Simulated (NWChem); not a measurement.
**One shape, several levels: SiHF3 (SMILES F[SiH](F)F)**

Aim: a comparison of 6 runs (BHLYP/def2-SVPD, BLYP/def2-SVPD, CAM-B3LYP/def2-SVPD, M06-L/def2-SVPD, TPSS/def2-SVPD, r2SCAN/def2-SVPD) of SiHF3. 

The results are computed with NWChem 7.3.0.

### 1 Starting point

SiHF3: 5 atoms, total charge 0, spin state singlet. As SMILES, `F[SiH](F)F`. The coordinates come from a PBE0-D4/def2-TZVP relaxation.

Bond lengths: F1–Si2 1.573 Å, Si2–F3 1.573 Å, Si2–F4 1.573 Å, Si2–H5 1.461 Å. Angles: F1–Si2–F3 108.3°, F1–Si2–F4 108.3°, F3–Si2–F4 108.3°, F1–Si2–H5 110.7°, F3–Si2–H5 110.7°, F4–Si2–H5 110.7°.

### 2 Energy and forces at BHLYP/def2-SVPD (run 1)

Contents of m1.nw:

```
START m1
memory 2200 mb

GEOMETRY units angstroms noautosym nocenter noautoz
  F       -0.447100      -0.082200       1.491300
  Si       0.040700       0.001700      -0.001800
  F       -0.597100       1.281400      -0.657200
  F       -0.495900      -1.263300      -0.767200
  H        1.499400       0.062400      -0.065100
END

BASIS spherical bse
  * library def2-SVPD
END

DFT
  xc bhlyp
  mult 1
  grid fine
  convergence energy 1e-08
  iterations 100
  mulliken
END

TASK dft gradient
```

On the command line:

```
nwchem m1.nw > m1.out
```

Log:

```text
[...]
          Wavefunction type:  closed shell.
          No. of atoms     :     5
          No. of electrons :    42
[...]
          Charge           :     0
          Spin multiplicity:     1
[...]
          AO basis - number of functions:   101
[...]
              XC Information
              --------------
                        BHLYP Method XC Functional
                     Hartree-Fock (Exact) Exchange  0.500
                        Slater Exchange Functional  0.500 local
                    Becke 1988 Exchange Functional  0.500 non-local
              Lee-Yang-Parr Correlation Functional  1.000
[...]
 d= 0,ls=0.0,diis     1   -589.3128064431 -7.78D+02  1.58D-02  7.84D-01     1.7
[...]
 d= 0,ls=0.0,diis     7   -589.3960386009 -2.74D-09  3.22D-07  7.54D-10     9.7
         Total DFT energy =     -589.396038600943
      One electron energy =    -1193.884855077290
           Coulomb energy =      468.818158034177
    Exchange-Corr. energy =      -52.737205607373
 Nuclear repulsion energy =      188.407864049543
[...]
  wavefunction    = closed shell
                         DFT ENERGY GRADIENTS
    atom               coordinates                        gradient
                 x          y          z           x          y          z
   1 F      -0.844896  -0.155335   2.818148    0.006255   0.000965  -0.016556
   2 Si      0.076912   0.003213  -0.003402   -0.024218  -0.000998   0.000969
   3 F      -1.128355   2.421495  -1.241928    0.007952  -0.014198   0.007254
   4 F      -0.937115  -2.387291  -1.449798    0.006827   0.014100   0.008472
   5 H       2.833455   0.117919  -0.123021    0.003184   0.000131  -0.000139
[...]
```

It took 14 s on 1 thread of Intel Xeon Platinum 8488C (Sapphire Rapids), shared host; peak memory 0.12 GiB.

### 3 Energy and forces at BLYP/def2-SVPD (run 2)

Contents of mol.nw:

```
start mol
title "F3HSi BLYP"
memory 2200 mb

geometry units angstroms noautosym nocenter noautoz
F     -0.447100    -0.082200     1.491300
Si     0.040700     0.001700    -0.001800
F     -0.597100     1.281400    -0.657200
F     -0.495900    -1.263300    -0.767200
H      1.499400     0.062400    -0.065100
end

basis "ao basis" spherical bse
* library def2-SVPD
end

dft
xc becke88 lyp
grid fine
convergence energy 1e-08
maxiter 100
mulliken
print medium
end

task dft gradient
```

On the command line:

```
nwchem mol.nw > mol.out
```

Log:

```text
[...]
          Wavefunction type:  closed shell.
          No. of atoms     :     5
          No. of electrons :    42
[...]
          Charge           :     0
          Spin multiplicity:     1
[...]
          AO basis - number of functions:   101
[...]
              XC Information
              --------------
                    Becke 1988 Exchange Functional  1.000
              Lee-Yang-Parr Correlation Functional  1.000
[...]
 d= 0,ls=0.0,diis     1   -589.3648577090 -7.78D+02  2.39D-02  9.99D-01     1.7
[...]
 d= 0,ls=0.0,diis    10   -589.4758617056 -3.88D-11  3.07D-08  7.97D-12    13.2
         Total DFT energy =     -589.475861705570
      One electron energy =    -1193.592288136503
           Coulomb energy =      468.441445047332
    Exchange-Corr. energy =      -52.732882665942
 Nuclear repulsion energy =      188.407864049543
[...]
  wavefunction    = closed shell
                         DFT ENERGY GRADIENTS
    atom               coordinates                        gradient
                 x          y          z           x          y          z
   1 F      -0.844896  -0.155335   2.818148    0.012955   0.002287  -0.040972
   2 Si      0.076912   0.003213  -0.003402   -0.039399  -0.001630   0.001627
   3 F      -1.128355   2.421495  -1.241928    0.017112  -0.035229   0.018054
   4 F      -0.937115  -2.387291  -1.449798    0.014327   0.034781   0.021074
   5 H       2.833455   0.117919  -0.123021   -0.004995  -0.000210   0.000216
[...]
```

Wall time 18 s (1 thread of Intel Xeon Platinum 8488C (Sapphire Rapids), shared host); peak memory 0.12 GiB.

Runs 3 to 5 aren't shown in full; the table further down has their settings and results.

### 4 Energy and forces at r2SCAN/def2-SVPD (run 6)

Contents of job.nw:

```
START job
TITLE "F3HSi r2SCAN"
memory total 2200 mb

GEOMETRY units angstrom noautosym nocenter noautoz
  F    -0.447100   -0.082200    1.491300
  Si    0.040700    0.001700   -0.001800
  F    -0.597100    1.281400   -0.657200
  F    -0.495900   -1.263300   -0.767200
  H     1.499400    0.062400   -0.065100
END

BASIS spherical bse
  * library def2-SVPD
END

DFT
  xc r2scan
  grid fine
  convergence energy 1e-08
  maxiter 100
  mulliken
  noprint "final vectors analysis"
END

TASK dft gradient
```

On the command line:

```
nwchem job.nw > job.out
```

Log:

```text
[...]
          Wavefunction type:  closed shell.
          No. of atoms     :     5
          No. of electrons :    42
[...]
          Charge           :     0
          Spin multiplicity:     1
[...]
          AO basis - number of functions:   101
[...]
              XC Information
              --------------
                      r^2SCAN Method XC Functional
               r^2SCAN metaGGA Exchange Functional  1.000
                     r^2SCAN Correlation Potential  1.000
[...]
 d= 0,ls=0.0,diis     1   -589.2538324211 -7.78D+02  1.92D-02  9.33D-01     1.9
[...]
 d= 0,ls=0.0,diis     8   -589.3504217961  1.94D-09  9.44D-07  3.66D-08    12.7
         Total DFT energy =     -589.350421796101
      One electron energy =    -1193.838529629946
           Coulomb energy =      468.726379205917
    Exchange-Corr. energy =      -52.646135421616
 Nuclear repulsion energy =      188.407864049543
[...]
  wavefunction    = closed shell
                         DFT ENERGY GRADIENTS
    atom               coordinates                        gradient
                 x          y          z           x          y          z
   1 F      -0.844896  -0.155335   2.818148    0.008921   0.001518  -0.026866
   2 Si      0.076912   0.003213  -0.003402   -0.028340  -0.001171   0.001140
   3 F      -1.128355   2.421495  -1.241928    0.011658  -0.023102   0.011829
   4 F      -0.937115  -2.387291  -1.449798    0.009834   0.022842   0.013809
   5 H       2.833455   0.117919  -0.123021   -0.002072  -0.000086   0.000089
[...]
```

It took 18 s on 1 thread of Intel Xeon Platinum 8488C (Sapphire Rapids), shared host; peak memory 0.12 GiB.

### 5 All runs side by side

```csv
run,level,energy (Eh),dipole moment (D),HOMO energy (eV),LUMO energy (eV),wall time
1,BHLYP/def2-SVPD,-589.396039,1.53,-12.95,1.01,14 s
2,BLYP/def2-SVPD,-589.475862,1.35,-9.62,-0.24,18 s
3,CAM-B3LYP/def2-SVPD,-589.446674,1.48,–,–,65 s
4,M06-L/def2-SVPD,-589.455642,1.37,-10.00,0.35,26 s
5,TPSS/def2-SVPD,-589.536922,1.31,-9.89,-0.02,22 s
6,r2SCAN/def2-SVPD,-589.350422,1.35,–,–,18 s
```

### 6 Outcome

| quantity | value |
| --- | --- |
| run 6: total energy | -589.35042 Eh |
| run 6: dipole moment | 1.35 D |
| run 6: largest force on an atom | 1.463 eV/Å |

**Reading.** The dipole moment (its size) runs from 1.31 D (TPSS/def2-SVPD) to 1.53 D (BHLYP/def2-SVPD). Over runs 1, 2, 4, 5 the HOMO–LUMO gap runs from 9.38 eV (BLYP/def2-SVPD) to 13.96 eV (BHLYP/def2-SVPD). Totals of different functionals can't be ranked against each other. All runs together took 2.7 min, the longest 65 s.
